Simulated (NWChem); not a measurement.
**CHAgO (Ag(CO)H): levels of theory compared**

Aim: a comparison of 6 runs (HF/STO-3G, HF/3-21G, SVWN5/STO-3G, M06-2X/3-21G, B2PLYP/def2-SVP, PBE0/def2-SVP) of CHAgO (Ag(CO)H). 

The calculation is run with NWChem 7.3.0.

1 further run of the same task is left out (set aside as unsound or not needed).

## 1. Starting point

CHAgO has 4 atoms, charge 0, and is taken as a singlet. As SMILES, `[H][Ag]<-[C-]#[O+]`. The shape comes from GFN2-xTB, which is rough for such elements, and wasn't checked as a minimum.

Bond lengths: Ag1–C2 1.986 Å, C2–O3 1.136 Å, Ag1–H4 1.567 Å. Angles: Ag1–C2–O3 135.9°, C2–Ag1–H4 144.3°.

## 2. Energy and gradient at HF/STO-3G (run 1)

The input, sp.nw:

```
start sp
title "Ag(CO)H"
memory stack 880 mb heap 220 mb global 1100 mb
geometry noautosym nocenter noautoz
  Ag      -0.160850       0.606380      -0.747860
  C       -0.054510       0.130900       1.177690
  O        0.263910      -0.780880       1.776390
  H       -0.048550       0.043600      -2.206220
end
basis spherical bse
  * library STO-3G
end
scf
  thresh 1e-08
  maxiter 80
end
task scf gradient
```

Run with:

```bash
$ nwchem sp.nw > sp.out
```

The log of the run:

```text
[...]
  functions       =    38
[...]
  wavefunction    = RHF
[...]
         Total SCF energy =  -5258.348261085967
      One-electron energy =  -7648.823051727726
      Two-electron energy =   2206.804488899154
 Nuclear repulsion energy =    183.670301742604
        Time for solution =      4.9s
[...]
                         RHF ENERGY GRADIENTS
    atom               coordinates                        gradient
                 x          y          z           x          y          z
   1 Ag     -0.303962   1.145892  -1.413250   -0.006028   0.040227  -0.066135
   2 C      -0.103009   0.247365   2.225511    0.015206  -0.060925   0.130418
   3 O       0.498718  -1.475649   3.356890   -0.011816   0.037866  -0.035342
   4 H      -0.091746   0.082392  -4.169151    0.002638  -0.017167  -0.028941
[...]
```

Run time: 7.2 s. Hardware: 1 thread of Intel Xeon Platinum 8488C (Sapphire Rapids), shared host; peak memory 0.094 GiB.

## 3. Energy and gradient at HF/3-21G (run 2)

The input, chago.nw:

```
start chago
memory 2200 mb

geometry units bohr noautosym nocenter noautoz
 Ag  -0.30396245   1.14589213  -1.41325058
 C   -0.10300897   0.24736515   2.22551156
 O    0.49871762  -1.47564934   3.35689059
 H   -0.09174620   0.08239206  -4.16915157
end

basis spherical bse
 Ag library 3-21G
 C library 3-21G
 O library 3-21G
 H library 3-21G
end

scf
 thresh 1e-08
 maxiter 80
 print medium
end

task scf gradient
```

Run with:

```bash
$ nwchem chago.nw > chago.out
```

The log of the run:

```text
[...]
  functions       =    56
[...]
  wavefunction    = RHF
[...]
         Total SCF energy =  -5286.096754169424
      One-electron energy =  -7675.413385022137
      Two-electron energy =   2205.646342422977
 Nuclear repulsion energy =    183.670288429736
        Time for solution =      5.6s
[...]
                         RHF ENERGY GRADIENTS
    atom               coordinates                        gradient
                 x          y          z           x          y          z
   1 Ag     -0.303962   1.145892  -1.413251    0.008993  -0.034729   0.012921
   2 C      -0.103009   0.247365   2.225512   -0.015646   0.045310  -0.070303
   3 O       0.498718  -1.475649   3.356891    0.010230  -0.026785   0.006224
   4 H      -0.091746   0.082392  -4.169152   -0.003577   0.016204   0.051158
[...]
```

Run time: 8.4 s. Hardware: 1 thread of Intel Xeon Platinum 8488C (Sapphire Rapids), shared host; peak memory 0.094 GiB.

Runs 3 to 5 aren't shown in full; the table further down has their settings and results.

## 4. Energy and gradient at PBE0/def2-SVP (core potential) (run 6)

The input, work.nw:

```
start work
memory total 2200 mb
geometry units angstroms noautosym nocenter noautoz
  Ag   -0.160850    0.606380   -0.747860
  C    -0.054510    0.130900    1.177690
  O     0.263910   -0.780880    1.776390
  H    -0.048550    0.043600   -2.206220
end
basis "ao basis" spherical bse
  Ag library def2-SVP
  C library def2-SVP
  O library def2-SVP
  H library def2-SVP
end
ecp bse
  Ag library def2-SVP
end
dft
  xc pbe0
  mult 1
  grid xfine
  convergence energy 1e-08
  maxiter 100
  mulliken
  noprint "final vectors analysis"
end
task dft gradient
```

Run with:

```bash
$ nwchem work.nw > work.out
```

The log of the run:

```text
[...]
          Wavefunction type:  closed shell.
          No. of atoms     :     4
          No. of electrons :    34
[...]
          Charge           :     0
          Spin multiplicity:     1
[...]
          AO basis - number of functions:    64
[...]
              XC Information
              --------------
                         PBE0 Method XC Functional
                     Hartree-Fock (Exact) Exchange  0.250
          PerdewBurkeErnzerhof Exchange Functional  0.750
            Perdew 1991 LDA Correlation Functional  1.000 local
           PerdewBurkeErnz. Correlation Functional  1.000 non-local
[...]
 d= 0,ls=0.0,diis     1   -260.4904787616 -3.49D+02  3.03D-02  9.46D-01     2.0
[...]
 d= 0,ls=0.0,diis    11   -260.6273521404 -3.16D-09  6.04D-07  1.31D-09    17.1
         Total DFT energy =     -260.627352140391
      One electron energy =     -590.882878862348
           Coulomb energy =      269.725872036865
    Exchange-Corr. energy =      -28.214230281625
 Nuclear repulsion energy =       88.743884966717
[...]
      Total Density - Mulliken Population Analysis
     ---------------------------------------------
    Atom       Charge   Shell Charges
 -----------   ------   -------------------------------------------------------
    1 Ag  19    18.95  -0.50  1.72  0.79  0.84  0.14  5.98  0.17  0.10  8.78  0.92  0.00
    2 C    6     5.91   1.99  1.09  0.49  1.71  0.54  0.08
    3 O    8     8.00   1.99  1.13  0.64  2.80  1.42  0.02
    4 H    1     1.14   0.67  0.45  0.01
[...]
  wavefunction    = closed shell
                         DFT ENERGY GRADIENTS
    atom               coordinates                        gradient
                 x          y          z           x          y          z
   1 Ag     -0.303962   1.145892  -1.413250    0.004365  -0.010453  -0.002922
   2 C      -0.103009   0.247365   2.225511   -0.007524   0.016124  -0.015268
   3 O       0.498718  -1.475649   3.356890    0.004585  -0.009789  -0.004013
   4 H      -0.091746   0.082392  -4.169151   -0.001426   0.004118   0.022204
[...]
```

Run time: 22 s. Hardware: 1 thread of Intel Xeon Platinum 8488C (Sapphire Rapids), shared host; peak memory 0.13 GiB.

## 5. Overview of the runs

```csv
run,level,iteration cap,module,energy (Eh),dipole moment (D),largest force (eV/Å),wall time
1,HF/STO-3G,80,scf,-5258.348261,3.53,7.443,7.2 s
2,HF/3-21G,80,scf,-5286.096754,4.73,4.376,8.4 s
3,SVWN5/STO-3G,100,dft,-5254.732954,1.48,17.477,7.2 s
4,M06-2X/3-21G,100,dft,-5289.400008,3.85,2.369,17 s
5,B2PLYP/def2-SVP (core potential),100,dft,-260.475455,3.49,–,17 s
6,PBE0/def2-SVP (core potential),100,dft,-260.627352,2.92,1.206,22 s
```

## 6. Summary of results

| quantity | value |
| --- | --- |
| run 6: total energy | -260.62735 Eh |
| run 6: dipole moment | 2.92 D |
| run 6: largest force on an atom | 1.206 eV/Å |

What this shows: The dipole moment (its size) runs from 1.48 D (SVWN5/STO-3G) to 4.73 D (HF/3-21G). The two ends differ in method and basis. Over runs 1, 2, 5 the HOMO–LUMO gap runs from 6.99 eV (B2PLYP/def2-SVP) to 10.36 eV (HF/STO-3G). The two ends differ in method and basis and core potential. A double hybrid's value is that of its SCF part. Totals of different functionals can't be ranked against each other. Some runs of one species differ in core potentials or relativity; totals across that change don't compare. In runs 1, 3 the basis is minimal, so the values are rough. In runs 1, 2, 3, 4 relativity is left out where basis or elements ask for it. All runs together took 79 s, the longest 22 s.
